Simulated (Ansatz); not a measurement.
## Pb2F4 in a box, plane waves

Ansatz 0.2.0, DFT PBE, spin-orbit coupling, plane waves, PAW, molecule in a box. The geometry was relaxed with Gaussian bases (r2SCAN; Pb def2-SVP with ECP60, F def2-SVP).

```yaml
crystal:
  lattice:
    - [11.66, 0.0, 0.0]
    - [0.0, 11.25, 0.0]
    - [0.0, 0.0, 12.61]
  atoms:
    - { symbol: Pb, position: [0.4998482, 0.41804178, 0.64297462] }
    - { symbol: Pb, position: [0.4998482, 0.41804178, 0.35685964] }
    - { symbol: F, position: [0.61376158, 0.4, 0.49991673] }
    - { symbol: F, position: [0.38593482, 0.4, 0.49991673] }
    - { symbol: F, position: [0.4998482, 0.60006756, 0.63627042] }
    - { symbol: F, position: [0.4998482, 0.60006756, 0.36356384] }
basis:
  ecutwfc: 420
  ecutrho_ratio: 4
kpoints:
  mp_grid: { grid: [1, 1, 1] }
hamiltonian:
  xc: pbe
scf:
  occupations: { method: gaussian, width: 0.01 }
output:
  forces: true
  eigenvalues: true
  populations: true
  write_density: true
  write_potential: true
  elf: true
  volumetric_format: npy
magnetization:
  noncollinear: true
  spin_orbit: true
```

Command:
```sh
ansatz run input.yaml --threads 2 --pin off --max-ram 5120MiB --backend cpu --events-out ev --progress --plain --runs-dir out
```
It took 23 s on 2 threads of Arm Neoverse V2 (shared host), peak memory 2.2 GiB.

Task: How does the SCF go?

Result: 
```
SCF iter   1: F=—  HF=-27129.247723 eV  |F-HF|=—  |Δ(HF+E_count)|=         —  Δρ=2.95e-2
preconditioner: auto → Resta (q_TF=auto, 1.552 Å⁻¹)  ε∞=1.2  [insulator: Δε(μ)=5.791 eV  Ē_g=13.950 eV  σ=0.010 eV  W_gap=1.00  n_
spin=Noncollinear: Resta preconditioning applied to the charge; magnetization (m_x, m_y, m_z) channels mix plain (no charge-respon
SCF iter   2: F=—  HF=-27124.319575 eV  |F-HF|=—  |Δ(HF+E_count)|=    4.93e0  Δρ=8.64e-3
SCF iter   3: F=—  HF=-27124.036572 eV  |F-HF|=—  |Δ(HF+E_count)|=   2.83e-1  Δρ=6.34e-3
...
SCF iter   5: F=—  HF=-27123.936173 eV  |F-HF|=—  |Δ(HF+E_count)|=   2.81e-3  Δρ=5.37e-4
SCF iter   6: F=—  HF=-27123.935530 eV  |F-HF|=—  |Δ(HF+E_count)|=   6.43e-4  Δρ=1.58e-4
SCF iter   7: F=—  HF=-27123.935525 eV  |F-HF|=—  |Δ(HF+E_count)|=   4.96e-6  Δρ=3.25e-5
SCF iter   8: F=—  HF=-27123.935402 eV  |F-HF|=—  |Δ(HF+E_count)|=   1.24e-4  Δρ=1.07e-5
SCF iter   9: F=-27123.935401 eV  HF=-27123.935401 eV  |F-HF|=3.94e-8  |Δ(HF+E_count)|=   1.57e-7  Δρ=1.65e-6
```

Task: Which levels lie next to the highest filled one (eV, counted from it)?

Result: Filled: -0.64, -0.64, -0.55, -0.55, -0.53, -0.53, -0.39, -0.39, 0.00, 0.00. Empty: 4.41, 4.41, 5.01, 5.01, 5.90, 5.90, 6.14, 6.14.

Task: What forces are left at this geometry, relaxed with Gaussian bases (eV/Å)?

Result: 
```
Pb   0.00 -0.12  0.20
Pb   0.00 -0.12 -0.20
F    0.31 -0.04  0.00
F   -0.31 -0.04  0.00
F    0.00  0.16  0.08
F    0.00  0.16 -0.08
```

The forces come from the other functional as well as from the basis.

No frequency check is given that shows the relaxed geometry to be a minimum.
